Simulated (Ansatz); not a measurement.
**C₂H₇NO₃W: a ladder of functionals and wavefunction methods**

An exercise on one series of results from a longer session: the logs are not shown, and one member is left open.

The runs use Ansatz 0.2.0, Gaussian basis; functionals in def2-TZVPP, the program's frozen cores in correlated methods.

Plan: LDA (SPW92), PBE-D4, revPBE-D4, BLYP-D4, r2SCAN-D4, B97M-V, PBE0-D4, B3LYP-D4, r2SCANh-D4, r2SCAN0-D4, HSE06-D4, BHLYP-D4, CAM-B3LYP-D4, LC-ωPBE, ωB97X-V, ωB97M-V, B2PLYP, PBE-QIDH; CCSD(T)/def2-SVP; CCSD(T)/def2-TZVPP; MP2/def2-QZVPP; extrapolation to the limit; RPA on PBE.

1 further run of the same task is left out (for a known fault of the program).

### The relaxed structure

An earlier PBE0-D4 in a triple-zeta def2 set relaxation fixed the geometry. W takes the def2 core potential; no spin-orbit term is included.

SMILES `C[N]=[W](=[O])([OH])[O]C`, 14 atoms, charge 0, spin multiplicity 1.

Atoms are counted from 1 here; the program's logs count them from 0.

Bond lengths: C1–N2 1.420 Å, C1–H8 1.095 Å, C1–H9 1.095 Å, C1–H10 1.096 Å, N2–W3 1.749 Å, W3–O4 1.713 Å, W3–O5 1.900 Å, W3–O6 1.874 Å, O5–H11 0.958 Å, O6–C7 1.404 Å, C7–H12 1.094 Å, C7–H13 1.094 Å, C7–H14 1.093 Å. Angles: N2–C1–H8 110.3°, N2–C1–H9 110.4°, N2–C1–H10 111.7°, H8–C1–H9 107.4°, H8–C1–H10 108.5°, H9–C1–H10 108.4°, C1–N2–W3 153.8°, N2–W3–O4 108.8°, N2–W3–O5 108.9°, N2–W3–O6 108.1°, O4–W3–O5 109.9°, O4–W3–O6 109.9°, O5–W3–O6 111.2°, W3–O5–H11 123.7°, W3–O6–C7 137.5°, O6–C7–H12 109.6°, O6–C7–H13 111.2°, O6–C7–H14 109.0° and more.

Set-up of the first run:

File in.yaml:

```yaml
crystal:
  periodic: [false, false, false]
  atoms:
    - {symbol: C, position_ang: [-0.480199, 0.645520, 2.234881]}
    - {symbol: N, position_ang: [-0.593535, 0.320824, 0.857072]}
    - {symbol: W, position_ang: [-0.552557, 0.693794, -0.851658]}
    - {symbol: O, position_ang: [-0.172520, 2.352702, -1.046100]}
    - {symbol: O, position_ang: [-2.260601, 0.330537, -1.601573]}
    - {symbol: O, position_ang: [0.775987, -0.362253, -1.647024]}
    - {symbol: C, position_ang: [1.714042, -1.324274, -1.241577]}
    - {symbol: H, position_ang: [-1.416841, 0.422166, 2.756274]}
    - {symbol: H, position_ang: [0.306711, 0.046188, 2.704236]}
    - {symbol: H, position_ang: [-0.244317, 1.705175, 2.383653]}
    - {symbol: H, position_ang: [-2.974940, -0.086867, -1.118350]}
    - {symbol: H, position_ang: [2.717828, -0.890861, -1.262952]}
    - {symbol: H, position_ang: [1.499725, -1.684691, -0.230945]}
    - {symbol: H, position_ang: [1.681195, -2.167950, -1.935927]}
basis:
  gaussian: {orbitals: def2-TZVPP}
hamiltonian: {xc: lda}
output: {orbitals: {seedname: orbitals}}
```

The run is started by

```bash
> ansatz run in.yaml --threads 2 --pin off --events-out ev --progress --plain --max-ram 32768MiB --backend cuda --devices 0, --max-vram 18GiB
```

Among the steps run: LDA; PBE-D4 (GGA); revPBE-D4 (GGA); BLYP-D4 (GGA); r2SCAN-D4 (meta-GGA); B97M-V (meta-GGA); B3LYP-D4 (hybrid); r2SCANh-D4 (hybrid); r2SCAN0-D4 (hybrid); HSE06-D4 (hybrid); BHLYP-D4 (hybrid); CAM-B3LYP-D4 (range-separated); LC-ωPBE (range-separated); ωB97X-V (range-separated); ωB97M-V (range-separated); B2PLYP (double hybrid); PBE-QIDH (double hybrid).

One table of the session follows, with a row left open; its other results are not shown here.

It belongs to the step «Orbital energies across the functionals». 

| functional | HOMO (eV) | gap (eV) |
| --- | --- | --- |
| LDA (SPW92) | -6.23 | 4.58 |
| PBE-D4 | -6.05 | 4.63 |
| revPBE-D4 | -5.98 | 4.64 |
| BLYP-D4 | -5.94 | 4.60 |
| r2SCAN-D4 | -6.32 | 5.01 |
| B97M-V | -6.41 | 5.12 |
| PBE0-D4 | ? | ? |
| B3LYP-D4 | -7.20 | 6.32 |
| r2SCANh-D4 | -6.84 | 5.82 |
| r2SCAN0-D4 | -7.61 | 7.04 |
| HSE06-D4 | -7.02 | 6.00 |
| BHLYP-D4 | -8.71 | 8.98 |
| CAM-B3LYP-D4 | -8.78 | 9.20 |
| LC-ωPBE | -10.06 | 11.66 |
| ωB97X-V | -9.74 | 11.25 |
| ωB97M-V | -9.68 | 10.91 |

**Question.** Estimate the row for PBE0-D4.

**Answer.** HOMO (eV): -7.42; gap (eV): 6.78. In the column «HOMO (eV)» it lies between r2SCAN0-D4 (-7.61) and B3LYP-D4 (-7.20).
